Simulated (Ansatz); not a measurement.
# AgBr: a ladder of functionals and wavefunction methods

The task here is to estimate one member of a computed series from the others.

Computed with Ansatz 0.2.0, Gaussian basis. Level: functionals in def2-TZVPP, the program's frozen cores in correlated methods.

Plan: LDA (SPW92), PBE-D4, revPBE-D4, BLYP-D4, r2SCAN-D4, B97M-V, PBE0-D4, B3LYP-D4, r2SCANh-D4, r2SCAN0-D4, HSE06-D4, BHLYP-D4, CAM-B3LYP-D4, LC-ωPBE, ωB97X-V, ωB97M-V, B2PLYP, PBE-QIDH; CCSD(T)/def2-SVP; CCSD(T)/def2-TZVPP; CCSD(T)/def2-QZVPP; extrapolation to the limit; RPA on PBE.

### The geometry

An earlier PBE0-D4 in a triple-zeta def2 set relaxation fixed the geometry. Ag takes the def2 core potential; no spin-orbit term is included.

2 atoms, charge 0, spin multiplicity 1.

Atoms are counted from 1 here; the program's logs count them from 0.

Bond lengths: Br1–Ag2 2.409 Å.

Set-up of the first run:

Contents of in.yaml:

```yaml
crystal:
  periodic: [false, false, false]
  atoms:
    - {symbol: Br, position_ang: [1.039997, -0.393373, 0.519071]}
    - {symbol: Ag, position_ang: [-1.010497, 0.333173, -0.514971]}
basis:
  gaussian: {orbitals: def2-TZVPP}
hamiltonian: {xc: lda}
output: {orbitals: {seedname: orbitals}}
```

Among the steps run: LDA; PBE-D4 (GGA); revPBE-D4 (GGA); BLYP-D4 (GGA); r2SCAN-D4 (meta-GGA); B97M-V (meta-GGA); PBE0-D4 (hybrid); B3LYP-D4 (hybrid); r2SCANh-D4 (hybrid); r2SCAN0-D4 (hybrid); HSE06-D4 (hybrid); BHLYP-D4 (hybrid); CAM-B3LYP-D4 (range-separated); LC-ωPBE-D4 (range-separated; the results give it without D4); ωB97X-V (range-separated); ωB97M-V (range-separated); B2PLYP (double hybrid); PBE-QIDH (double hybrid).

One table of the session follows, with a row left open; its other results are not shown here.

It belongs to the step «Frontier levels by functional». 

```
  functional  HOMO (eV)  LUMO (eV)  gap (eV)
 LDA (SPW92)      -6.38      -4.31      2.07
      PBE-D4      -6.15      -4.02      2.12
   revPBE-D4      -6.06      -3.91      2.15
     BLYP-D4      -6.04      -4.06      1.97
   r2SCAN-D4      -6.34      -3.76      2.58
      B97M-V      -6.39      -3.92      2.48
     PBE0-D4      -7.23      -3.15      4.07
    B3LYP-D4      -7.05      -3.54      3.52
  r2SCANh-D4      -6.75      -3.45      3.31
  r2SCAN0-D4      -7.38      -2.99      4.38
    HSE06-D4      -6.83      -3.52      3.32
    BHLYP-D4      -8.21      -2.47      5.74
CAM-B3LYP-D4      -8.52      -2.38      6.14
     LC-ωPBE      -9.75      -1.09      8.66
     ωB97X-V          ?          ?         ?
     ωB97M-V      -9.34      -1.52      7.82
```

Q: Estimate the row for ωB97X-V from the others.

**Answer.** HOMO (eV): -9.44; LUMO (eV): -1.25; gap (eV): 8.19. In the column «HOMO (eV)» it lies between LC-ωPBE (-9.75) and ωB97M-V (-9.34).
